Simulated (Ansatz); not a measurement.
**CsEu in Ansatz: the effect of fixed moment**

Crystal: CsEu.

```xyz
2
Lattice="4.4644 0.0000 0.0000 -2.2322 3.8663 0.0000 0.0000 0.0000 8.0086" Properties=species:S:1:pos:R:3 pbc="T T T"
Eu    2.2322    1.2888    0.0000
Cs    0.0000    0.0000    4.0043
```

The cell comes from a database or a generator and needn't be the stable form of this composition.

Alike in all runs:

```yaml
Program: Ansatz 0.2.0
Task: single point
Functional: PBE
Potentials_or_basis: Ansatz PAW
Cutoff: "420 eV (not typed: the program's choice for these potentials)"
k_mesh: 6 × 6 × 3
Occupations: fermi-dirac, width 0.05 eV
```

```tsv
fixed moment	spin	starting moments	energy over the lowest run (meV/atom)	pressure (GPa)
0	collinear spin, program default start	-	?	?
1.8	collinear spin, ferromagnetic start	[1.8, 0.0] μB	2447.1	-0.5
3.5	collinear spin, ferromagnetic start	[3.5, 0.0] μB	913.7	-0.8
5.2	collinear spin, ferromagnetic start	[5.2, 0.0] μB	245.3	-0.2
7	collinear spin, ferromagnetic start	[7.0, 0.0] μB	0.0	-0.1
8.8	collinear spin, ferromagnetic start	[8.8, 0.0] μB	60.2	-0.5
10.5	collinear spin, ferromagnetic start	[10.5, 0.0] μB	1757.1	-1.0
14	collinear spin, ferromagnetic start	[14.0, 0.0] μB	12395.4	-3.4
```

Question: What does the run with fixed moment 0 give?

Answer: Energy over the lowest run 3897.3 meV/atom; pressure -0.7 GPa.

Worked out: A parabola through the other rows of the energy over the lowest run, of slope -2560 meV/atom per unit of fixed moment there, extrapolates to 7074.2 meV/atom, against the run's 3897.3. The fit is too stiff a form for this range. A parabola through the other rows of the pressure, of slope 0.531 GPa per unit of fixed moment there, extrapolates to -1.6 GPa, against the run's -0.7. The fit is too stiff a form for this range.

Caveats: the total moment is fixed, so each spin has its own Fermi level; the thresholds are loose for stress.
